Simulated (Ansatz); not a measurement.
Geometry optimisation, Ansatz, DFT PBE, scalar-relativistic, plane waves, PAW.

The input (input.yaml):

```yaml
crystal:
  lattice:
    - [-3.2049, -5.55105, 0.0]
    - [4.80735, -2.775525, 0.0]
    - [0.0, 0.0, 5.1216]
  atoms:
    - { symbol: Zn, position: [0.49999997, 0.33333331, 0.0] }
    - { symbol: Zn, position: [0.49999996, 0.66666664, 0.5] }
    - { symbol: O, position: [0.49999997, 0.33333331, 0.3833] }
    - { symbol: O, position: [0.49999996, 0.66666664, 0.8833] }
    - { symbol: Zn, position: [0.24999997, 0.83333331, 0.0] }
    - { symbol: Ga, position: [-1.0e-08, 0.33333333, 0.0] }
    - { symbol: O, position: [0.24999997, 0.83333331, 0.3833] }
    - { symbol: O, position: [0.24999998, 0.16666666, 0.8833] }
    - { symbol: Zn, position: [-2.0e-08, 0.66666666, 0.5] }
    - { symbol: O, position: [-1.0e-08, 0.33333333, 0.3833] }
    - { symbol: O, position: [-2.0e-08, 0.66666666, 0.8833] }
    - { symbol: Zn, position: [0.74999994, 0.83333329, 0.0] }
    - { symbol: Zn, position: [0.74999996, 0.16666664, 0.5] }
    - { symbol: O, position: [0.74999994, 0.83333329, 0.3833] }
    - { symbol: O, position: [0.74999996, 0.16666664, 0.8833] }
total_charge: 1
basis:
  ecutwfc: 420.0
kpoints:
  mp_grid: { grid: [2, 2, 2] }
hamiltonian:
  xc: pbe
  pseudopotentials: { kind: paw, azcp: { folder: soft_1 } }
scf:
  occupations: { method: fermi_dirac, width: 0.05 }
  lower_state_search: "off"
relax:
  f_tol: 0.03
  max_steps: 60
  adjacent_minimum: "off"
output:
  write_density: true
  write_potential: true
  elf: true
  volumetric_format: npy
```

Launched with:

```bash
$ ansatz run input.yaml --threads 1 --pin off --max-ram 3072MiB --backend cpu --events-out ev --progress --plain --runs-dir out
```

Task: Where does it end, and by what steps?

Result: The forces met the threshold. Limits of this set-up: coarse k mesh, charged cell in a uniform background, uncorrected. After 4 steps the energy has fallen by 0.458 eV; O10 moved furthest, 0.13 Å.

```csv
step,energy less start (eV),largest force component (eV/Å),accepted
0,0.0000,1.291,yes
1,-0.2976,0.727,yes
2,-0.4509,0.244,yes
3,-0.4568,0.036,yes
4,-0.4577,0.006,yes
```

```xyz
15
Lattice="-3.2049 -5.5511 0.0000 4.8073 -2.7755 0.0000 0.0000 0.0000 5.1216" Properties=species:S:1:pos:R:3
Zn 0.020 -3.635 0.023
Zn 1.609 -4.587 2.561
O -0.001 -3.802 1.935
O 1.612 -4.626 4.513
Zn 3.263 -3.745 0.009
Ga 1.569 -0.944 0.024
O 3.127 -3.673 1.919
O 0.063 -1.815 4.550
Zn 3.169 -1.892 2.544
O 1.684 -0.866 1.875
O 3.131 -1.817 4.533
Zn 1.586 -6.466 0.028
Zn -1.593 -4.624 2.563
O 1.597 -6.477 2.006
O -1.607 -4.691 4.548
```

Whether the end is a true minimum wasn't checked by a vibrational analysis.

Run time: 61 s on 1 thread of Arm Neoverse V1 (shared host), peak memory 0.5 GiB.
